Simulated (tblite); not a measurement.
# C6H9BN2: the cost of one run

Computed with tblite 0.8.0 and PySCF 2.14.0, with density-fitted response routines of our own, on a single molecule in the gas phase. Atoms are numbered from 0 throughout.

## Step 1: The molecule as given

18 atoms, charge 0, multiplicity 1; geometry from: force field or distance geometry start.

Bonds of the start (Å): C0–C1 1.22, C1–B2 1.51, B2–C3 1.55, C3–N4 1.17, B2–N5 1.52, N5–C6 1.42, C6–C7 1.51, C7–C8 1.34, C0–H9 1.07, B2–H10 1.20, N5–H11 1.06, N5–H12 1.04, C6–H13 1.13, C6–H14 1.10, C7–H15 1.09, C8–H16 1.09, C8–H17 1.09.

## Step 2: Optimising the geometry with GFN2-xTB

What the job is given:

```
{"job": {"kind": "relax", "xc": "GFN2-xTB", "basis": "xTB"}, "charge": 0, "multiplicity": 1}
C      2.802800    -1.747700    -0.139900
C      2.243300    -0.702400    -0.427900
B      1.561200     0.598600    -0.793700
C      1.735100     1.585800     0.390500
N      1.866400     2.301400     1.310900
N      0.088100     0.405200    -1.115700
C     -0.623600    -0.478600    -0.254700
C     -1.823500     0.279900     0.254200
C     -3.018400    -0.241100    -0.038900
H      3.263900    -2.679700     0.122200
H      2.067500     1.102700    -1.755000
H     -0.352400     1.366800    -1.018900
H     -0.053100     0.164200    -2.122500
H     -0.979400    -1.399000    -0.801800
H     -0.052300    -0.799400     0.627500
H     -1.696600     1.192000     0.828700
H     -3.957700     0.222400     0.270700
H     -3.080100    -1.164800    -0.612100
```

On the command line:

```
OMP_NUM_THREADS=1 python probes_run.py task.json out
```

This one command runs all jobs of the session in turn.

Q: Estimate the wall time and peak memory of this first job on 1 thread of Arm Neoverse V1, shared host.

About 1.1 s, with a peak of 0.24 GiB.
